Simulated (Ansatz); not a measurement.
# CSe2 (Cmce) in Ansatz: a series of runs

The runs below take CSe2 through relaxation of cell and atoms, with r2SCAN.

Everything below comes from runs of Ansatz 0.2.0. Logs are shortened: lines on timing, memory, paths and dates and some standing lists are left out, and cuts for length are marked.

### Step 1. The structure

Symmetry: Cmce, No. 64, orthorhombic system. Conventional cell: a = 7.140 Å, b = 5.990 Å, c = 9.463 Å, α = 90.00°, β = 90.00°, γ = 90.00°. Se (site symmetry m) is surrounded by 1 C at 1.71 Å. C (site symmetry 2/m) is surrounded by 2 Se at 1.71 Å.

The cell comes from a database or a generator and needn't be the stable form of this composition.

### Step 2. Relaxation of cell and atoms, r2SCAN

Input file input.yaml:

```yaml
crystal:
  lattice:
    - [3.569767, -2.99478, 0.0]
    - [3.569767, 2.99478, 0.0]
    - [0.0, 0.0, 9.462652]
  atoms:
    - { symbol: Se, position: [0.212422, 0.787578, 0.879385] }
    - { symbol: Se, position: [0.787578, 0.212422, 0.120615] }
    - { symbol: Se, position: [0.287578, 0.712422, 0.379385] }
    - { symbol: Se, position: [0.712422, 0.287578, 0.620615] }
    - { symbol: C, position: [0.0, 0.0, 0.0] }
    - { symbol: C, position: [0.5, 0.5, 0.5] }
hamiltonian:
  xc: r2scan
  pseudopotentials: { kind: paw }
kpoints:
  mp_grid: { grid: [6, 6, 3] }
scf:
  occupations: { method: fermi_dirac, width: 0.05 }
output:
  forces: true
  stress: true
  eigenvalues: true
relax:
  f_tol: 0.01
  max_steps: 40
  cell: { stress_tol: 0.05 }
```

Potentials or basis: Ansatz PAW.

On the command line:

```console
ansatz run input.yaml --threads 2 --pin off --max-ram 5632MiB --backend cpu --events-out ev --progress --plain --runs-dir out
```

What it wrote:

```text
Warning: RAYON_NUM_THREADS=2 ignored (pool sized by the plan → 2); use --threads N
Engine: ansatz 0.2.0, aarch64-unknown-linux-gnu
Pseudopotentials: kind: paw
Pseudopotential: Se, paw, valence charge 16, recommended cutoff 500 eV (meta_gga), Se.paw.azcp
Pseudopotential: C, paw, valence charge 4, recommended cutoff 500 eV (meta_gga), C.paw.azcp
Functional definition: r2SCAN
  parameter k0 = 0.174
  parameter k1 = 0.065
  parameter a1 = 4.9479
  exchange = r2scan_x(k0 = k0, k1 = k1, a1 = a1)
  correlation = r2scan_c
Crystal: 6 atoms, lattice volume = 202.324 Å³
Basis set: ecut = 500 eV, 5157 PW (Γ), exchange–correlation on 144×144×288 points (64 copies of the dense FFT grid, shifted against one another)
Bands: 44, of which v1, the nominal top of the filled ones, is band 36 counted from 1 (35 counted from 0)
Symmetry: 8 space group operations
Space group: Cmce (ITA 64), of the structure as read, at distance tolerance 5.9e-5 Å
k-points: 26 of 108
Non-local potential: Se, projectors of the file, l = 0: 2, l = 1: 2, l = 2: 3, l = 3: 1
Non-local potential: C, projectors of the file, l = 0: 2, l = 1: 2, l = 2: 1
PAW form: soft (Blöchl's): semilocal exchange-correlation on the pseudo side does not see the compensation charge
PAW frozen core: Se, regenerated for the run's functional (the file was generated under x = pbe(κ = 0.804, μ = 0.2195149727645171), c = pbe(β = 0.06672455060314922))
PAW frozen core: C, regenerated for the run's functional (the file was generated under x = pbe(κ = 0.804, μ = 0.2195149727645171), c = pbe(β = 0.06672455060314922))
PAW one-centre angular grid: Se, 590 points (default); XC on 160 Gauss nodes
PAW one-centre angular grid: C, 302 points (default); XC on 239 of its mesh's 2573 points in the sphere
Initial density: superposition of atomic densities (neutral atoms: chi_scale 0, normalization atom), corrected by the library's trained network
Initial wavefunctions: pseudopotential atomic-orbital guess
Functional: x = r2scan, c = r2scan; τ floored in thin density (d = 2e-4 eV/Å³)
SCF iter   1: F=—  HF=-22411.875071 eV  |F-HF|=—  |Δ(HF+E_count)|=         —  Δρ=8.98e-3  dr2=2.74e-1  dr2_τ=1.15e-1  ethr=1.77e-3  ⟨swp⟩=6.2  Hψ=4423  notcnv=0
preconditioner: auto → Resta (q_TF=auto, 2.297 Å⁻¹)  ε∞=2.9  [insulator: Δε(μ)=2.684 eV  Ē_g=10.710 eV  σ=0.050 eV  W_gap=1.00  n_scr=42 (ndim 8)  ℏωp=14.8 eV  f_vac=0.257  D(μ)=0.00/eV (n_scr^D=0)  ε∞_Penn≈2.9]
SCF iter   2: F=—  HF=-22411.850803 eV  |F-HF|=—  |Δ(HF+E_count)|=   2.43e-2  Δρ=3.27e-3  dr2=3.25e-2  dr2_τ=1.34e-2  ethr=3.81e-4  ⟨swp⟩=3.0  Hψ=1933  notcnv=0  defer=94
SCF iter   3: F=—  HF=-22411.846441 eV  |F-HF|=—  |Δ(HF+E_count)|=   4.36e-3  Δρ=1.19e-3  dr2=1.37e-3  dr2_τ=3.13e-5  ethr=4.51e-5  ⟨swp⟩=2.0  Hψ=1580  notcnv=0  defer=94
SCF iter   4: F=—  HF=-22411.848375 eV  |F-HF|=—  |Δ(HF+E_count)|=   1.93e-3  Δρ=1.82e-4  dr2=7.32e-5  dr2_τ=3.16e-6  ethr=1.90e-6  ⟨swp⟩=3.0  Hψ=2179  notcnv=0  defer=94
SCF iter   5: F=—  HF=-22411.848384 eV  |F-HF|=—  |Δ(HF+E_count)|=   9.57e-6  Δρ=1.03e-4  dr2=1.91e-5  dr2_τ=2.54e-7  ethr=1.02e-7  ⟨swp⟩=2.0  Hψ=1986  notcnv=0  defer=94
SCF iter   6: F=—  HF=-22411.848390 eV  |F-HF|=—  |Δ(HF+E_count)|=   5.79e-6  Δρ=2.07e-5  dr2=1.05e-6  dr2_τ=7.04e-8  ethr=2.65e-8  ⟨swp⟩=2.0  Hψ=1466  notcnv=0  defer=94
SCF iter   7: F=—  HF=-22411.848392 eV  |F-HF|=—  |Δ(HF+E_count)|=   1.56e-6  Δρ=8.56e-6  dr2=1.37e-7  dr2_τ=2.49e-9  ethr=1.39e-10  ⟨swp⟩=10.8  Hψ=5486  notcnv=0
SCF iter   8: F=-22411.848392 eV  HF=-22411.848392 eV  |F-HF|=4.09e-9  |Δ(HF+E_count)|=   1.66e-7  Δρ=1.10e-6  dr2=3.30e-9  dr2_τ=4.09e-11  ethr=1.39e-10  ⟨swp⟩=5.8  Hψ=3898  notcnv=0
SCF 1 converged in 8 iterations: F = -22411.848392 eV  dr2 = 3.30e-9
relax step   1: F+E_penalty+E_count = -22411.84839190 eV  Δ(F+E_penalty+E_count) = +0.000e0 eV  max|allowed force component| = 4.838e-1 eV/Å  Δτ_max = 0.0000 Å  P = -1.379 GPa  Ω = 202.324 Å³  (8 SCF iters, dr2 threshold 1.00e-7 eV, accepted)
Crystal: 6 atoms, lattice volume = 197.493 Å³
[... 67 lines left out ...]
SCF iter   1: F=—  HF=-22411.881665 eV  |F-HF|=—  |Δ(HF+E_count)|=         —  Δρ=3.94e-5  dr2=2.50e-7  dr2_τ=7.01e-7  ethr=6.57e-7  ⟨swp⟩=3.0  Hψ=6911  notcnv=0
eigensolver tolerance schedule: the retry pair's looser diagonalisation over-reported the residual by 1894.55 of it (diagonalisation noise at 0.67 of the residual, at the tolerance the schedule requests for it); recorded, not acted on — ethr = c·dr2/N_el stays at c = 1.0e-1
preconditioner: auto → Resta (q_TF=auto, 2.324 Å⁻¹)  ε∞=3.0  [insulator: Δε(μ)=2.408 eV  Ē_g=10.877 eV  σ=0.050 eV  W_gap=1.00  n_scr=42 (ndim 8)  ℏωp=15.3 eV  f_vac=0.213  D(μ)=0.00/eV (n_scr^D=0)  ε∞_Penn≈3.0]
SCF iter   2: F=—  HF=-22411.881720 eV  |F-HF|=—  |Δ(HF+E_count)|=   5.53e-5  Δρ=2.07e-5  dr2=7.07e-8  dr2_τ=7.17e-8  ethr=3.47e-10  ⟨swp⟩=2.7  Hψ=2156  notcnv=0
SCF iter   3: F=—  HF=-22411.881721 eV  |F-HF|=—  |Δ(HF+E_count)|=   7.32e-7  Δρ=1.47e-6  dr2=3.05e-9  dr2_τ=5.51e-10  ethr=9.82e-11  ⟨swp⟩=2.0  Hψ=1560  notcnv=0
SCF iter   4: F=—  HF=-22411.881721 eV  |F-HF|=—  |Δ(HF+E_count)|=   1.98e-9  Δρ=5.95e-7  dr2=5.24e-10  dr2_τ=8.90e-11  ethr=4.24e-12  ⟨swp⟩=2.0  Hψ=1926  notcnv=0
SCF iter   5: F=-22411.881721 eV  HF=-22411.881721 eV  |F-HF|=1.46e-11  |Δ(HF+E_count)|=  9.09e-11  Δρ=2.11e-7  dr2=5.52e-11  dr2_τ=4.12e-12  ethr=1.00e-12  ⟨swp⟩=3.5  Hψ=4183  notcnv=0
SCF 7 converged in 5 iterations: F = -22411.881721 eV  dr2 = 5.52e-11
relax step   7: F+E_penalty+E_count = -22411.88172067 eV  Δ(F+E_penalty+E_count) = +5.779e-4 eV  max|allowed force component| = 3.770e-3 eV/Å  Δτ_max = 0.0000 Å  P = -0.001 GPa  Ω = 188.702 Å³  stress off target by 2.13e-2 GPa  SCF on the basis re-selected at this cell (its energy is not comparable with the rows above)  (5 SCF iters)
basis re-selected at this cell: Δ(F+E_penalty+E_count) = +5.779e-4 eV, ΔP = +0.001 GPa vs the last step (what re-selecting the basis moved, of the pressure what is left beyond the Pulay correction that the steps carried, after the strain that the cell walked since its last selection, with what the two solves' SCF thresholds leave and, on support functions, any second-order correction that the steps lacked; it is no measure of the basis error at this ecutwfc). This SCF's stress stands 2.13e-2 GPa from its target on what of the cell is left free (relax.cell.stress_tol is 5.00e-2 GPa) and its largest allowed force component is 3.77e-3 eV/Å (relax.f_tol is 1.00e-2 eV/Å): within both
SCF converged after 5 iterations
Free energy (F): -22411.881721 eV
Harris-Foulkes:  -22411.881721 eV  (|F-HF|=1.46e-11)
Internal energy: -22411.881721 eV  (E = F + TS)
E sigma→0 (E₀):  -22411.881721 eV
Fermi energy:    3.049529 eV
--- Per-component energies (eV) ---
  E_band       = -1978.251615
  E_kinetic    = 635.776209
  E_local      = -12197.993294  (includes V_loc(G=0)·N_el)
  E_nonlocal   = -2323.434816
  E_hartree    = 5803.779841
  E_xc         = -478.712576
  E_vxc        = -543.444274  (∫ρ·V_xc dr)
  E_paw        = -7901.861834  (= ΣΔE_a)
  E_vpaw       = 813.574051  (= ΣTr[D̂ρ^β])
  E_aug_tail   = -0.000846  (compensation charges beyond the density's cutoff)
  E_vtau       = 29.711495  (kinetic-family band-sum trace: ∫τ·v_τ [+ j·A + Jᵃ·Aᵃ] dr)
  E_ewald      = -5942.325776
  E_core_change = -7.108628  (= ΣΔE_core)
  E_smearing   = -0.000000  (= −TS)
  E_closure    = -0.000000  (closes the sum)
  Σ components = -22411.881721   (vs F -22411.881721, Δ=0.00e0)
--- Forces (eV/Å), atoms counted from 1 ---
  atom   1  Se     0.00000000     0.00377034     0.00367565
  atom   2  Se     0.00000000    -0.00377034    -0.00367565
  atom   3  Se     0.00000000    -0.00377034     0.00367565
  atom   4  Se     0.00000000     0.00377034    -0.00367565
  atom   5  C      0.00000000     0.00000000     0.00000000
  atom   6  C      0.00000000     0.00000000     0.00000000
  max |Σ_I F_I| component: 1.73e-18 eV/Å
--- Stress (GPa, compression-positive) ---
        0.015866       0.000000       0.000000
        0.000000       0.001444       0.000000
        0.000000       0.000000      -0.021301
  P = ⅓ Tr σ = -0.0013 GPa (-0.013 kbar)
--- Band table (eV; the first three rows and the last of 26) ---
  k-point 0: bands = ["-46.1497", "-46.1494", "-46.1483", "-46.1481", "-46.0605", "-46.0604", "-46.0592", "-46.0591", "-46.0573", "-46.0572", "-46.0561", "-46.0560", "-45.9410", "-45.9410", "-45.9409", "-45.9409", "-45.9409", "-45.9408", "-45.9408", "-45.9408", "-13.9359", "-13.7956", "-11.7697", "-11.5511", "-5.7601", "-5.3950", "-3.0550", "-2.4509", "-1.1215", "-1.0067", "-0.9037", "-0.8085", "0.6522", "0.9025", "0.9978", "1.3955", "4.2726", "4.5653", "5.0105", "5.4351", "6.7314", "7.3683", "9.1140", "9.5526"]
  k-point 1: bands = ["-46.1496", "-46.1495", "-46.1482", "-46.1481", "-46.0604", "-46.0604", "-46.0592", "-46.0592", "-46.0573", "-46.0573", "-46.0561", "-46.0560", "-45.9410", "-45.9410", "-45.9409", "-45.9409", "-45.9409", "-45.9409", "-45.9408", "-45.9408", "-13.9031", "-13.8332", "-11.7127", "-11.6036", "-5.6856", "-5.5065", "-2.8448", "-2.5346", "-1.1697", "-1.1303", "-0.8823", "-0.8350", "0.7560", "0.9373", "1.0153", "1.2593", "4.4661", "4.7482", "4.8320", "5.1929", "7.2744", "7.6767", "8.5347", "8.5739"]
  k-point 2: bands = ["-46.1497", "-46.1494", "-46.1483", "-46.1481", "-46.0605", "-46.0604", "-46.0592", "-46.0591", "-46.0573", "-46.0572", "-46.0561", "-46.0560", "-45.9410", "-45.9410", "-45.9409", "-45.9409", "-45.9409", "-45.9408", "-45.9408", "-45.9408", "-13.9053", "-13.7824", "-11.7665", "-11.5797", "-5.7478", "-5.4135", "-2.9910", "-2.5266", "-1.2923", "-1.2141", "-0.9811", "-0.9199", "0.8498", "0.9998", "1.1169", "1.3985", "4.3708", "4.5297", "4.9727", "5.2385", "7.2420", "7.4822", "8.7864", "9.0864"]
  k-point 25: bands = ["-46.1496", "-46.1495", "-46.1482", "-46.1481", "-46.0604", "-46.0604", "-46.0592", "-46.0591", "-46.0573", "-46.0573", "-46.0560", "-46.0560", "-45.9410", "-45.9410", "-45.9409", "-45.9409", "-45.9409", "-45.9408", "-45.9408", "-45.9408", "-13.7387", "-13.7009", "-11.7101", "-11.6766", "-5.6882", "-5.6681", "-2.6618", "-2.6342", "-2.0765", "-1.8611", "-1.4567", "-1.3715", "0.5985", "0.9377", "0.9984", "1.5291", "4.8057", "4.8715", "5.4010", "5.4371", "7.3620", "7.6002", "8.5528", "9.1790"]
--- Relaxed structure (6 steps of the walk, 6 accepted, 1 SCFs on fresh bases) ---
  F+E_penalty+E_count = -22411.88172067 eV   max|allowed force component| = 3.770e-3 eV/Å   (the final SCF, on the basis selected at the relaxed cell)
  cell:  # Å, volume = 188.7023 Å³
    - [3.432988778226877, -2.991588722365879, 0.0]
    - [3.432988778226877, 2.991588722365879, 0.0]
    - [0.0, 0.0, 9.186981085116521]
  atoms:
    - { symbol: Se, position: [0.2098235605276802, 0.7901764394723199, 0.8763641355703078] }
    - { symbol: Se, position: [0.7901764394723199, 0.2098235605276802, 0.1236358644296923] }
    - { symbol: Se, position: [0.2901764394723197, 0.7098235605276804, 0.37636413557030773] }
    - { symbol: Se, position: [0.7098235605276804, 0.2901764394723197, 0.6236358644296923] }
    - { symbol: C, position: [-1.9911686162824236e-19, 1.991168616282423e-19, -8.141184709687036e-34] }
    - { symbol: C, position: [0.5, 0.5, 0.5] }
```

Wall time 1.8 min (2 threads of Arm Neoverse V1, shared host); peak memory 0.94 GiB.

What came out:

| Quantity | Value |
| --- | --- |
| Free energy | -22411.8817 eV |
| Relaxed volume | 31.45 Å³/atom |
| Relaxed cell | a = 4.554 Å, b = 4.554 Å, c = 9.187 Å, α = 90.00°, β = 90.00°, γ = 82.14° |
| Space group after relaxing (to 0.05 Å) | Cmce (No. 64) |
| Energy gained by relaxing | 5.6 meV/atom |
| Ionic steps | 7 |
| Pressure after relaxing | 0.0 GPa |
| Largest force after relaxing | 0.005 eV/Å |
| Band gap on the k mesh | 2.41 eV, indirect (least direct gap 2.57 eV) |

Forces on the atoms (eV/Å):
```
Se   0.000  0.004  0.004
Se   0.000 -0.004 -0.004
Se   0.000 -0.004  0.004
Se   0.000  0.004 -0.004
C    0.000  0.000  0.000
C    0.000  0.000  0.000
```

Step by step:
| step | energy change (eV) | largest force (eV/Å) | volume (Å³) |
| --- | --- | --- | --- |
| 1 | 0.0000 | 0.6428 | 202.32 |
| 2 | -0.0200 | 0.2849 | 197.49 |
| 3 | -0.0282 | 0.0769 | 194.28 |
| 4 | -0.0322 | 0.0443 | 191.39 |
| 5 | -0.0338 | 0.0060 | 189.40 |
| 6 | -0.0339 | 0.0054 | 188.70 |
| 7 | -0.0333 | 0.0053 | 188.70 |

Final structure:
```xyz
6
Lattice="3.4330 -2.9916 0.0000 3.4330 2.9916 0.0000 0.0000 0.0000 9.1870" Properties=species:S:1:pos:R:3 pbc="T T T"
Se    3.4330    1.7362    8.0511
Se    3.4330   -1.7362    1.1358
Se    3.4330    1.2554    3.4577
Se    3.4330   -1.2554    5.7293
C     0.0000    0.0000    0.0000
C     3.4330    0.0000    4.5935
```

Caveat: odd divisions of the mesh miss points on the zone boundary, where band edges often lie, so the gap on the mesh can be too wide; the plane-wave basis is chosen anew once the cell has moved, so the energies of steps on either side of that aren't comparable; the PAW data sets come from PBE, with cores solved anew for the run's functional, which leaves a small shift of forces and pressure.

### Step 3. Relaxation of cell and atoms, r2SCAN, target pressure 2 GPa, at which the enthalpy is minimised

input.yaml: that of step 2 with these lines changed.

```diff
@@ -26,2 +26,2 @@
   max_steps: 40
-  cell: { stress_tol: 0.05 }
+  cell: { stress_tol: 0.05, p_target: 2.0 }
```

Potentials or basis: Ansatz PAW.

On the command line:

```console
ansatz run input.yaml --threads 2 --pin off --max-ram 5632MiB --backend cpu --events-out ev --progress --plain --runs-dir out
```

Run time: 2.1 min. Hardware: 2 threads of Arm Neoverse V1, shared host; peak memory 0.95 GiB.

It converged, with:

| Item | Value |
| --- | --- |
| Free energy | -22411.7083 eV |
| Relaxed volume | 25.44 Å³/atom |
| Relaxed cell | a = 4.201 Å, b = 4.201 Å, c = 8.698 Å, α = 90.00°, β = 90.00°, γ = 83.75° |
| Space group after relaxing (to 0.05 Å) | Cmce (No. 64) |
| Energy change on relaxing (the enthalpy is what falls) | +23.4 meV/atom |
| Ionic steps | 7 |
| Pressure after relaxing | 2.0 GPa |
| Band gap on the k mesh | 1.68 eV, indirect (least direct gap 1.96 eV) |

The path:
```csv
step,energy change (eV),largest force (eV/Å),volume (Å³)
1,0.0000,0.6428,202.32
2,-0.0121,0.0930,175.56
3,0.1136,0.1289,155.29
4,0.1311,0.0235,153.30
5,0.1347,0.0021,152.84
6,0.1373,0.0005,152.63
7,0.1401,0.0006,152.63
```

Final structure:
```
CELL_PARAMETERS angstrom
3.12826 -2.80452 0.00000
3.12826 2.80452 0.00000
0.00000 0.00000 8.69830
ATOMIC_POSITIONS crystal
Se 0.22550 0.77450 0.87092
Se 0.77450 0.22550 0.12908
Se 0.27450 0.72550 0.37092
Se 0.72550 0.27450 0.62908
C 0.00000 0.00000 0.00000
C 0.50000 0.50000 0.50000
```

Levels at points of the mesh, in eV from the valence-band top:
```tsv
k point	band 34	band 35	band 36	band 37	band 38	band 39
(0.00, 0.00, 0.00)	-1.47	-1.37	-0.62	1.68	2.13	2.84
(0.00, -0.50, 0.00)	-1.14	-0.54	-0.54	2.21	2.21	2.88
(-0.50, -0.50, 0.00)	-2.00	-1.01	0.00	1.96	2.40	3.97
```

Caveat: the volume moved by over 15 % at a fixed basis, so the end points are rough; odd divisions of the mesh miss points on the zone boundary, where band edges often lie, so the gap on the mesh can be too wide; the plane-wave basis is chosen anew once the cell has moved, so the energies of steps on either side of that aren't comparable; the PAW data sets come from PBE, with cores solved anew for the run's functional, which leaves a small shift of forces and pressure. A k mesh can miss the band edges.
